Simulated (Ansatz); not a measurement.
**C4H6S3: vertical ionisation energy**

How much energy removes an electron from C4H6S3 at fixed geometry? The cation is run at each level and the neutral's energy taken from earlier runs.

The runs use Ansatz 0.2.0, Gaussian basis; unrestricted cation, the program's frozen cores in correlated methods.

Levels to be run: UKS PBE-D4/def2-TZVPP; UKS r2SCAN-D4/def2-TZVPP; UKS PBE0-D4/def2-TZVPP; UKS B3LYP-D4/def2-TZVPP; UKS wB97X-V/def2-TZVPP; UKS wB97M-V/def2-TZVPP; UKS B2PLYP/def2-TZVPP; UHF-CCSD(T)/def2-TZVPP; UHF-MP2/def2-QZVPP; extrapolation to the limit; then −ε(HOMO) from the neutral's earlier runs with LDA (SPW92), PBE-D4, revPBE-D4, BLYP-D4, r2SCAN-D4, B97M-V, PBE0-D4, B3LYP-D4, r2SCANh-D4, r2SCAN0-D4, HSE06-D4, BHLYP-D4, CAM-B3LYP-D4, LC-ωPBE, ωB97X-V, ωB97M-V.

## (1) The geometry

An earlier PBE0-D4 in a triple-zeta def2 set relaxation fixed the geometry.

SMILES `S=C1SCCCS1`, 13 atoms, charge 0, spin multiplicity 1.

Atoms are counted from 1 here; the program's logs count them from 0.

Bond lengths: S1–C2 1.637 Å, C2–S3 1.726 Å, C2–S7 1.726 Å, S3–C4 1.814 Å, C4–C5 1.511 Å, C4–H8 1.092 Å, C4–H9 1.093 Å, C5–C6 1.511 Å, C5–H10 1.093 Å, C5–H11 1.095 Å, C6–S7 1.814 Å, C6–H12 1.093 Å, C6–H13 1.092 Å. Angles: S1–C2–S3 117.2°, S1–C2–S7 117.2°, S3–C2–S7 125.5°, C2–S3–C4 108.1°, S3–C4–C5 114.7°, S3–C4–H8 103.5°, S3–C4–H9 108.8°, C5–C4–H8 111.1°, C5–C4–H9 110.6°, H8–C4–H9 107.7°, C4–C5–C6 111.7°, C4–C5–H10 110.5°, C4–C5–H11 108.2°, C6–C5–H10 110.5°, C6–C5–H11 108.2°, H10–C5–H11 107.5°, C5–C6–S7 114.7°, C5–C6–H12 110.6° and more.

Coordinates:

```xyz
13
charge 0, multiplicity 1
S     2.3984   -2.8167   -0.1071
C     1.3553   -1.5586   -0.0040
S    -0.2403   -1.9010    0.5565
C    -1.1566   -0.3381    0.6402
C    -0.7985    0.6624   -0.4346
C     0.6046    1.1958   -0.2579
S     1.9194   -0.0201   -0.5447
H    -2.1998   -0.6495    0.5549
H    -1.0203    0.0981    1.6331
H    -0.9181    0.2190   -1.4265
H    -1.4959    1.5041   -0.3648
H     0.7311    1.6235    0.7401
H     0.8207    1.9811   -0.9852
```

## (2) Cation, UKS PBE-D4/def2-TZVPP

in.yaml reads:

```yaml
crystal:
  periodic: [false, false, false]
  atoms:
    - {symbol: S, position_ang: [2.398371, -2.816651, -0.107148]}
    - {symbol: C, position_ang: [1.355334, -1.558604, -0.004010]}
    - {symbol: S, position_ang: [-0.240348, -1.900979, 0.556510]}
    - {symbol: C, position_ang: [-1.156602, -0.338095, 0.640191]}
    - {symbol: C, position_ang: [-0.798487, 0.662429, -0.434563]}
    - {symbol: C, position_ang: [0.604627, 1.195751, -0.257853]}
    - {symbol: S, position_ang: [1.919391, -0.020074, -0.544720]}
    - {symbol: H, position_ang: [-2.199795, -0.649496, 0.554912]}
    - {symbol: H, position_ang: [-1.020348, 0.098108, 1.633138]}
    - {symbol: H, position_ang: [-0.918074, 0.218979, -1.426499]}
    - {symbol: H, position_ang: [-1.495934, 1.504122, -0.364788]}
    - {symbol: H, position_ang: [0.731128, 1.623470, 0.740063]}
    - {symbol: H, position_ang: [0.820726, 1.981051, -0.985246]}
basis:
  gaussian: {orbitals: def2-TZVPP}
total_charge: 1
magnetization: {spin_polarized: true, initial_magnetization: 1}
hamiltonian: {xc: pbe, dispersion: d4}
```

Run with:

```sh
$ ansatz run in.yaml --threads 2 --pin off --events-out ev --progress --plain --max-ram 31744MiB --backend cuda --devices 0, --max-vram 18GiB
```

After this run come: Cation, UKS r2SCAN-D4/def2-TZVPP; Cation, UKS PBE0-D4/def2-TZVPP; Cation, UKS B3LYP-D4/def2-TZVPP; Cation, UKS wB97X-V/def2-TZVPP; Cation, UKS wB97M-V/def2-TZVPP; Cation, UKS B2PLYP (frozen core)/def2-TZVPP; Cation, UHF-CCSD(T)/def2-TZVPP; Cation, UHF-MP2/def2-QZVPP.

**Question.** What will the summary of the whole plan be? Wanted: ionisation energy, CCSD(T)/CBS; nearest functional by difference; nearest −ε(HOMO); −ε(HOMO) of PBE; T1 of the cation.

The runs gave:

| quantity | value |
| --- | --- |
| ionisation energy, CCSD(T)/CBS | 8.39 eV |
| nearest functional by difference | B3LYP-D4 (-0.18 eV) |
| nearest −ε(HOMO) | ωB97M-V (+0.10 eV) |
| −ε(HOMO) of PBE | 5.20 eV |
| T1 of the cation | 0.017 |

What this shows: By cation minus neutral, the functionals miss by 0.29 eV at most. −ε(HOMO) of PBE misses by 3.2 eV, since self-interaction lifts the level. Among orbital estimates ωB97M-V comes nearest. Hartree-Fock falls 1.40 eV short, as the neutral has more correlation energy than the cation.
